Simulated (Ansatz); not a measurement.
**AlH₃O₃: small, medium and large basis sets**

Aim: see how fast density functionals converge with the basis set for AlH₃O₃.

The runs use Ansatz 0.2.0, Gaussian basis; one geometry, several basis sets.

The runs, in order: PBE0-D4/def2-SVP; ωB97M-V/def2-SVP; PBE0-D4/def2-QZVPP; ωB97M-V/def2-QZVPP; the functionals' def2-TZVPP values are taken from earlier runs.

## (1) The geometry

All runs share one geometry, relaxed beforehand with PBE0-D4/def2-TZVP.

SMILES `[OH][Al]([OH])[OH]`, 7 atoms, charge 0, spin multiplicity 1.

Atoms are counted from 1 here; the program's logs count them from 0.

Bond lengths: O1–Al2 1.689 Å, O1–H5 0.956 Å, Al2–O3 1.689 Å, Al2–O4 1.689 Å, O3–H6 0.956 Å, O4–H7 0.956 Å. Angles: Al2–O1–H5 122.4°, O1–Al2–O3 120.0°, O1–Al2–O4 120.0°, O3–Al2–O4 120.0°, Al2–O3–H6 122.4°, Al2–O4–H7 122.5°.

Coordinates:

```mol
AlH3O3
  3D, bonds by distance, orders not assigned

  7  6  0  0  0  0  0  0  0  0999 V2000
   -1.6456    0.1897   -0.2821 O   0  0
    0.0087   -0.0097   -0.0065 Al  0  0
    0.6644    0.3659    1.5039 O   0  0
    1.0072   -0.5849   -1.2411 O   0  0
   -2.2421    0.5125    0.3910 H   0  0
    1.5947    0.2665    1.6978 H   0  0
    0.6738   -0.8079   -2.1084 H   0  0
  1  2  8  0
  2  3  8  0
  2  4  8  0
  1  5  8  0
  3  6  8  0
  4  7  8  0
M  END
```

## (2) PBE0-D4 in def2-SVP

in.yaml reads:

```yaml
crystal:
  periodic: [false, false, false]
  atoms:
    - {symbol: O, position_ang: [-1.645590, 0.189716, -0.282109]}
    - {symbol: Al, position_ang: [0.008653, -0.009750, -0.006502]}
    - {symbol: O, position_ang: [0.664391, 0.365882, 1.503863]}
    - {symbol: O, position_ang: [1.007216, -0.584896, -1.241127]}
    - {symbol: H, position_ang: [-2.242094, 0.512514, 0.390957]}
    - {symbol: H, position_ang: [1.594742, 0.266478, 1.697777]}
    - {symbol: H, position_ang: [0.673782, -0.807943, -2.108357]}
basis:
  gaussian: {orbitals: def2-SVP}
hamiltonian: {xc: pbe0, dispersion: d4}
output: {orbitals: {seedname: orbitals}}
```

Started as:

```console
ansatz run in.yaml --threads 4 --pin off --events-out ev --progress --plain --max-ram 10444MiB
```

The runs that follow: ωB97M-V in def2-SVP; PBE0-D4 in def2-QZVPP; ωB97M-V in def2-QZVPP.

Before running them: what should the planned runs give, taken together? Wanted: PBE0-D4: double and triple zeta above quadruple; ωB97M-V: double and triple zeta above quadruple.

**Answer**, as computed:

| quantity | value |
| --- | --- |
| PBE0-D4: double and triple zeta above quadruple | 11.08, 0.61 eV |
| ωB97M-V: double and triple zeta above quadruple | 11.20, 0.58 eV |

What this shows: PBE0-D4 gains 10.47 eV from double to triple zeta, then 0.61 eV more. Total energies overstate the basis error of differences, where much of it tends to cancel. The LUMO of ωB97M-V is positive and keeps falling with the basis (1.44 to 0.68 eV): an unbound level that the basis holds in place.
